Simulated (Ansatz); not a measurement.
# Si (Silicon): the cost of one run

All numbers are computed with Ansatz 0.2.0, driven from Python. Level of theory: DFT r2SCAN, plane waves, PAW.

This is Si in the hcp structure; at room conditions it is diamond.

## 1. Starting point

Symmetry: P6_3/mmc, No. 194, hexagonal system. Conventional cell: a = 2.444 Å, b = 2.444 Å, c = 4.152 Å, α = 90.00°, β = 90.00°, γ = 120.00°. Si (site symmetry -6m2) has 12 Si at 2.44 to 2.51 Å as nearest neighbours.

The script holds or builds the structure itself.

## 2. The code

File push_si.py:

```python
"""Frozen displacement of one atom in Si."""

import logging
import sys

import ansatz as az
import numpy as np
from pymatgen.core import Lattice, Structure
from pymatgen.io.ase import AseAtomsAdaptor

logging.basicConfig(stream=sys.stdout, format="%(levelname)s %(message)s")
log = logging.getLogger("ansatz_job")
log.setLevel(logging.INFO)

pmg_structure = Structure(
    Lattice([(2.444, 0.0, 0.0), (-1.222, 2.116566, 0.0), (0.0, 0.0, 4.152)]),
    ["Si", "Si"],
    [
        (1 / 3, 2 / 3, 0.25),
        (2 / 3, 1 / 3, 0.75),
    ],
)
structure = az.Crystal.from_ase(AseAtomsAdaptor.get_atoms(pmg_structure))

inverse = np.linalg.inv(np.array(structure.lattice.vectors))
home = np.array(structure.sites[0].position)
values = np.linspace(-0.05, 0.05, 5)
energies, pulls = [], []
for shift in values:
    moved = structure.move(0, to=home + shift * inverse[0])
    job = (
        moved.calculation()
        .functional(az.Functional.R2SCAN)
        .kpoints(15, 15, 8, center="gamma")
        .occupations(az.OccupationsMethod.FERMI_DIRAC, width=0.05)
        .forces()
    )
    report = job.run(threads=1, pin="off").report
    energies.append(report["free_energy_ev"])
    pulls.append(report["forces_ev_ang"][0][0])

# the force is minus the slope of the free energy
log.info("shift (A)   dE (eV)   force along x (eV/A)")
for shift, e, f in zip(values, energies, pulls):
    log.info(f"{shift:8.3f} {e - energies[2]:10.5f} {f:12.4f}")
log.info(f"stiffness from energies {2 * np.polyfit(values, energies, 2)[0]:.3f}, from forces {-np.polyfit(values, pulls, 1)[0]:.3f} eV/A^2")
```

## 3. What the engine is handed

The package turns the script's settings into the engine's input (first run):

```yaml
crystal:
  lattice:
    - [2.444, 0.0, 0.0]
    - [-1.222, 2.116566, 0.0]
    - [0.0, 0.0, 4.152]
  atoms:
    - { symbol: Si, position: [0.3128750681942171, 0.6666666666666666, 0.25] }
    - { symbol: Si, position: [0.6666666666666666, 0.3333333333333333, 0.75] }
kpoints:
  mp_grid:
    grid: [15, 15, 8]
    shift: [0.0, 0.0, 0.0]
hamiltonian:
  xc: r2scan
scf:
  occupations:
    method: fermi_dirac
    width: 0.05
output:
  forces: true
```

## 4. The run

Started as:

```bash
$ python push_si.py
```

What time and memory should one allow on 1 thread of Arm Neoverse V2, shared host?

About 43 s, with a peak of 0.56 GiB.
